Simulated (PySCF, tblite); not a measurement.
# C₅H₈BPS: dynamics, then NMR shifts on frames, part 2 of 2

tblite 0.8.0 and PySCF 2.14.0. Atoms count from 0. The steps go on from the part before.

## Step 5: Shielding tensors: 625 fs, PBE0/pcSseg-1

The job: settings as JSON, then the geometry in Å.

```
{"job": {"kind": "nmr", "xc": "PBE0", "basis": "pcSseg-1", "pop": false}, "charge": 0, "multiplicity": 1}
C     -3.700800    -0.577500     0.034300
C     -2.271800    -0.382400     0.547800
C     -1.906100     0.354300     1.612100
C     -0.496700     0.725900     1.675800
C      0.190000     0.332000     0.532000
B      1.770400     0.378000     0.559000
P      2.790000    -0.623200    -0.718200
S     -0.912900    -0.565200    -0.556700
H     -3.791400    -1.656100    -0.119800
H     -4.547400    -0.286600     0.620600
H     -3.815900    -0.143200    -0.931200
H     -2.695200     0.689500     2.267100
H     -0.066600     1.187800     2.502300
H      2.186100     1.212400     1.320900
H      2.079500    -1.768200    -0.704300
H      3.812100    -1.197100     0.029500
```

Method: GIAO PBE0/pcSseg-1 NMR shielding, non-relativistic, gas phase.

Log:

```text
coarse grid: 14728 points
cycle   1  E = -959.0282760977  dE =  9.874e-01  |g| = 3.282e-01  |ddm| = 3.833e+00
cycle   2  E = -959.0184904519  dE =  9.786e-03  |g| = 3.843e-01  |ddm| = 7.273e-01
cycle   3  E = -959.0555367982  dE = -3.705e-02  |g| = 1.090e-01  |ddm| = 4.888e-01
cycle   4  E = -959.0587741243  dE = -3.237e-03  |g| = 3.291e-02  |ddm| = 1.563e-01
cycle   5  E = -959.0590277905  dE = -2.537e-04  |g| = 1.138e-02  |ddm| = 4.147e-02
cycle   6  E = -959.0590611812  dE = -3.339e-05  |g| = 4.943e-03  |ddm| = 1.977e-02
cycle   7  E = -959.0590673033  dE = -6.122e-06  |g| = 1.434e-03  |ddm| = 5.981e-03
final grid: 133896 points
cycle   8  E = -959.1090602545  dE = -2.866e-05  |g| = 9.500e-03  |ddm| = 3.294e-02
cycle   9  E = -959.1090329921  dE =  2.726e-05  |g| = 1.358e-02  |ddm| = 2.388e-02
cycle  10  E = -959.1090839063  dE = -5.091e-05  |g| = 1.494e-03  |ddm| = 1.663e-02
cycle  11  E = -959.1090845324  dE = -6.261e-07  |g| = 4.210e-04  |ddm| = 2.219e-03
cycle  12  E = -959.1090845750  dE = -4.255e-08  |g| = 1.267e-04  |ddm| = 4.677e-04
cycle  13  E = -959.1090845785  dE = -3.546e-09  |g| = 4.237e-05  |ddm| = 1.369e-04
cycle  14  E = -959.1090845789  dE = -3.845e-10  |g| = 1.919e-05  |ddm| = 5.534e-05
converged SCF energy = -959.1090845789

GIAO shielding tensors (ppm)
atom      isotropic    diamagn.    paramagn.     s11        s22        s33       span
  0 C      169.630     244.132     -74.501    153.988    161.457    193.446     39.458
  1 C       23.219     266.761    -243.542    -71.794     17.977    123.474    195.268
  2 C       47.216     254.555    -207.339    -37.531     48.654    130.524    168.055
  3 C       32.536     254.160    -221.624    -42.643     10.777    129.475    172.118
  4 C       10.149     258.897    -248.749    -75.246    -15.436    121.128    196.374
  5 B       26.887     194.031    -167.144    -55.093     14.549    121.204    176.296
  6 P      525.346     967.675    -442.329    467.943    493.106    614.989    147.045
  7 S      214.259    1059.716    -845.458     69.396    189.261    384.118    314.722
  8 H       28.965      27.522       1.443     23.843     27.972     35.080     11.237
  9 H       29.711      27.725       1.986     25.070     27.702     36.361     11.292
 10 H       29.837      29.422       0.415     23.927     29.299     36.285     12.359
 11 H       24.605      32.125      -7.520     21.392     23.939     28.486      7.094
 12 H       24.506      33.673      -9.166     22.160     24.075     27.283      5.123
 13 H       23.425      29.620      -6.195     19.041     24.153     27.079      8.038
 14 H       29.623      32.434      -2.811     23.417     29.936     35.516     12.098
 15 H       29.018      29.024      -0.006     24.432     25.851     36.772     12.340
```

Wall time 21 s (1 thread of Arm Neoverse V2, shared host); peak memory 0.87 GiB.

This run: δ C4 176.8, C1 163.7, C3 154.4, C2 139.7, H13 8.29, H12 7.21 ppm.

## Step 6: Nuclear shieldings: 800 fs, PBE0/pcSseg-1

The job: settings as JSON, then the geometry in Å.

```
{"job": {"kind": "nmr", "xc": "PBE0", "basis": "pcSseg-1", "pop": false}, "charge": 0, "multiplicity": 1}
C     -3.407600    -0.520300     0.235500
C     -2.106200    -0.180500     0.890500
C     -1.823700     0.611600     1.917100
C     -0.465800     0.779900     2.137100
C      0.367400     0.278700     1.168600
B      1.802100     0.376100     0.877500
P      2.778700    -0.540600    -0.514800
S     -0.667400    -0.536600    -0.004500
H     -3.429600    -1.592600    -0.094300
H     -4.246500    -0.340100     0.881200
H     -3.456800    -0.073900    -0.732800
H     -2.574900     0.950900     2.641100
H     -0.202800     1.432000     2.938900
H      2.330200     1.124400     1.616800
H      2.094000    -1.693500    -0.175000
H      4.009300    -0.876600    -0.009700
```

Method: GIAO PBE0/pcSseg-1 NMR shielding, non-relativistic, gas phase.

Log:

```text
coarse grid: 14728 points
cycle   1  E = -959.0214846668  dE =  1.295e+00  |g| = 3.657e-01  |ddm| = 3.930e+00
cycle   2  E = -959.0003244115  dE =  2.116e-02  |g| = 4.592e-01  |ddm| = 9.380e-01
cycle   3  E = -959.0565420706  dE = -5.622e-02  |g| = 1.264e-01  |ddm| = 6.268e-01
cycle   4  E = -959.0607361150  dE = -4.194e-03  |g| = 3.549e-02  |ddm| = 1.673e-01
cycle   5  E = -959.0609916151  dE = -2.555e-04  |g| = 1.747e-02  |ddm| = 5.990e-02
cycle   6  E = -959.0610784136  dE = -8.680e-05  |g| = 4.960e-03  |ddm| = 2.792e-02
cycle   7  E = -959.0610844135  dE = -6.000e-06  |g| = 1.558e-03  |ddm| = 6.236e-03
final grid: 133896 points
cycle   8  E = -959.1104613478  dE = -2.573e-05  |g| = 9.347e-03  |ddm| = 3.545e-02
cycle   9  E = -959.1104357565  dE =  2.559e-05  |g| = 1.332e-02  |ddm| = 2.449e-02
cycle  10  E = -959.1104840781  dE = -4.832e-05  |g| = 1.445e-03  |ddm| = 1.685e-02
cycle  11  E = -959.1104846636  dE = -5.854e-07  |g| = 3.961e-04  |ddm| = 2.304e-03
cycle  12  E = -959.1104847015  dE = -3.796e-08  |g| = 1.213e-04  |ddm| = 4.581e-04
cycle  13  E = -959.1104847047  dE = -3.186e-09  |g| = 5.139e-05  |ddm| = 1.558e-04
cycle  14  E = -959.1104847053  dE = -6.289e-10  |g| = 2.151e-05  |ddm| = 7.183e-05
converged SCF energy = -959.1104847053

GIAO shielding tensors (ppm)
atom      isotropic    diamagn.    paramagn.     s11        s22        s33       span
  0 C      168.523     245.419     -76.896    147.672    161.209    196.687     49.015
  1 C       19.624     270.294    -250.670    -66.880     -2.918    128.670    195.550
  2 C       58.220     255.382    -197.162    -21.500     57.178    138.984    160.483
  3 C       39.550     251.915    -212.365    -25.232      7.110    136.773    162.005
  4 C       34.188     261.209    -227.021    -39.588      5.715    136.436    176.025
  5 B       32.751     190.975    -158.224    -45.689     12.781    131.160    176.849
  6 P      529.178     968.448    -439.270    458.001    534.421    595.112    137.110
  7 S      209.285    1061.823    -852.538     26.057    251.960    349.837    323.780
  8 H       28.185      27.878       0.307     23.195     27.625     33.736     10.541
  9 H       29.506      27.381       2.125     24.254     27.922     36.342     12.088
 10 H       29.189      29.476      -0.287     24.170     28.069     35.330     11.160
 11 H       24.485      31.324      -6.839     21.358     24.634     27.464      6.107
 12 H       24.521      31.547      -7.025     21.507     25.896     26.161      4.654
 13 H       23.919      29.274      -5.355     20.004     24.209     27.544      7.541
 14 H       28.674      31.579      -2.906     22.406     29.813     33.802     11.396
 15 H       29.291      30.085      -0.793     24.523     25.895     37.456     12.933
```

Run time: 21 s. Hardware: 1 thread of Arm Neoverse V2, shared host; peak memory 0.87 GiB.

Key values: δ C1 167.3, C4 152.7, C3 147.4, C2 128.7, H13 7.80, H11 7.23 ppm.

## Step 7: Nuclear shieldings: 1000 fs, PBE0/pcSseg-1

The job: settings as JSON, then the geometry in Å.

```
{"job": {"kind": "nmr", "xc": "PBE0", "basis": "pcSseg-1", "pop": false}, "charge": 0, "multiplicity": 1}
C     -3.225600    -0.167600     0.432400
C     -1.879900     0.261500     0.870600
C     -1.583400     0.976900     1.984000
C     -0.205900     1.118900     2.205800
C      0.558300     0.583400     1.173600
B      2.072200     0.659700     1.261800
P      3.078100     0.429400    -0.360700
S     -0.444700    -0.281500    -0.015700
H     -3.321600    -1.231000     0.249900
H     -3.934000     0.145500     1.211900
H     -3.560700     0.309700    -0.443800
H     -2.248800     1.423400     2.655100
H      0.330500     1.629600     2.988800
H      2.620800     1.083200     2.201200
H      2.489700    -0.673300    -0.982700
H      4.202800    -0.252500     0.200000
```

Level: GIAO PBE0/pcSseg-1 NMR shielding, non-relativistic, gas phase.

Log:

```text
coarse grid: 14728 points
cycle   1  E = -959.0313915716  dE =  1.113e+00  |g| = 3.764e-01  |ddm| = 3.917e+00
cycle   2  E = -959.0046071576  dE =  2.678e-02  |g| = 4.872e-01  |ddm| = 9.252e-01
cycle   3  E = -959.0680581031  dE = -6.345e-02  |g| = 1.269e-01  |ddm| = 6.365e-01
cycle   4  E = -959.0724041187  dE = -4.346e-03  |g| = 3.425e-02  |ddm| = 1.607e-01
cycle   5  E = -959.0726337997  dE = -2.297e-04  |g| = 1.739e-02  |ddm| = 5.580e-02
cycle   6  E = -959.0727205255  dE = -8.673e-05  |g| = 4.742e-03  |ddm| = 2.688e-02
cycle   7  E = -959.0727257146  dE = -5.189e-06  |g| = 1.635e-03  |ddm| = 5.648e-03
final grid: 133896 points
cycle   8  E = -959.1222976488  dE = -2.674e-05  |g| = 9.852e-03  |ddm| = 3.555e-02
cycle   9  E = -959.1222665433  dE =  3.111e-05  |g| = 1.436e-02  |ddm| = 2.537e-02
cycle  10  E = -959.1223231781  dE = -5.663e-05  |g| = 1.450e-03  |ddm| = 1.759e-02
cycle  11  E = -959.1223237564  dE = -5.783e-07  |g| = 3.884e-04  |ddm| = 2.216e-03
cycle  12  E = -959.1223237913  dE = -3.488e-08  |g| = 1.389e-04  |ddm| = 4.652e-04
cycle  13  E = -959.1223237959  dE = -4.597e-09  |g| = 4.175e-05  |ddm| = 1.679e-04
cycle  14  E = -959.1223237963  dE = -4.420e-10  |g| = 1.947e-05  |ddm| = 6.966e-05
converged SCF energy = -959.1223237963

GIAO shielding tensors (ppm)
atom      isotropic    diamagn.    paramagn.     s11        s22        s33       span
  0 C      168.950     240.768     -71.819    151.572    161.883    193.395     41.823
  1 C       16.371     265.347    -248.976    -60.649     -8.955    118.716    179.365
  2 C       58.211     252.877    -194.666    -16.091     50.782    139.942    156.033
  3 C       26.711     257.305    -230.593    -54.705     11.913    122.925    177.630
  4 C       11.955     258.651    -246.696    -72.513     -3.631    112.011    184.524
  5 B       29.734     194.560    -164.827    -57.806     23.235    123.771    181.577
  6 P      500.905     967.076    -466.171    428.635    495.298    578.783    150.148
  7 S      230.974    1059.795    -828.821      8.894    287.442    396.586    387.692
  8 H       29.245      27.602       1.644     24.100     27.995     35.641     11.542
  9 H       28.852      26.238       2.614     23.239     28.140     35.177     11.938
 10 H       29.911      28.344       1.568     25.464     27.849     36.421     10.958
 11 H       25.180      32.747      -7.567     22.582     25.439     27.518      4.935
 12 H       23.879      32.557      -8.678     21.455     22.743     27.438      5.984
 13 H       23.558      30.636      -7.077     17.401     24.964     28.310     10.909
 14 H       28.585      31.249      -2.665     22.929     28.859     33.966     11.037
 15 H       28.210      28.038       0.171     23.554     25.882     35.193     11.640
```

Wall time 21 s (1 thread of Arm Neoverse V2, shared host); peak memory 0.87 GiB.

Key values: δ C4 175.0, C1 170.6, C3 160.2, C2 128.7, H13 8.16, H12 7.84 ppm.

## Step 8: Comparing the runs: NMR shifts

Shifts (ppm) of some atoms, chosen among heavy atoms and hydrogens apart, with basis size and wall time:

```
  frame     C1     C4     C3   H10    H9      P6   S7  functions  time
 250 fs  170.4  164.2  152.4  3.29  0.91  -195.5  308        190  22 s
 425 fs  176.1  146.5  150.6  2.36  2.95  -235.8  300        190  21 s
 625 fs  163.7  176.8  154.4  1.88  2.01  -207.0  289        190  21 s
 800 fs  167.3  152.7  147.4  2.53  2.21  -210.8  294        190  21 s
1000 fs  170.6  175.0  160.2  1.81  2.86  -182.5  273        190  21 s
```

## Step 9: Summary of results

The summary covers parts 1 to 2.

| quantity | value |
| --- | --- |
| thermostat | 300 K |
| mean temperature, second half | 273 K |
| mean potential energy above the minimum | 0.48 eV |
| 13C shifts against TMS (PBE0/pcSseg-1, 250 fs) | 170.4, 164.2, 152.4, 135.7, 16.9 ppm |
| 1H shifts against TMS (PBE0/pcSseg-1, 250 fs) | 8.55, 7.56, 7.39, 3.29, 3.27, 2.30, 2.30, 0.91 ppm |
| 11B shifts against BF3·OEt2 (PBE0/pcSseg-1, 250 fs) | 68.3 ppm |
| 31P shifts against H3PO4 (PBE0/pcSseg-1, 250 fs) | -195.5 ppm |
| 33S shifts against CS2 (PBE0/pcSseg-1, 250 fs) | 308 ppm |
| range of the shift of P6 | -235.8 to -182.5 ppm |

In the second half the potential energy averages 0.48 eV above the minimum; equipartition over 42 harmonic modes at 300 K would give 0.54 eV. With 16 atoms the temperature swings widely (139 to 389 K). Shifts at one fixed geometry are not the observed spectrum, which averages over the motion. In the first frame run (250 fs): The widest tensor belongs to S7: span 277 ppm, with a paramagnetic part of -865 ppm. NICS(1)zz of -20 ppm above the planar ring from C1 marks a diatropic (aromatic) ring current. Across the 5 runs the shift of P6 moves most, between -235.8 (425 fs) and -182.5 ppm (1000 fs).
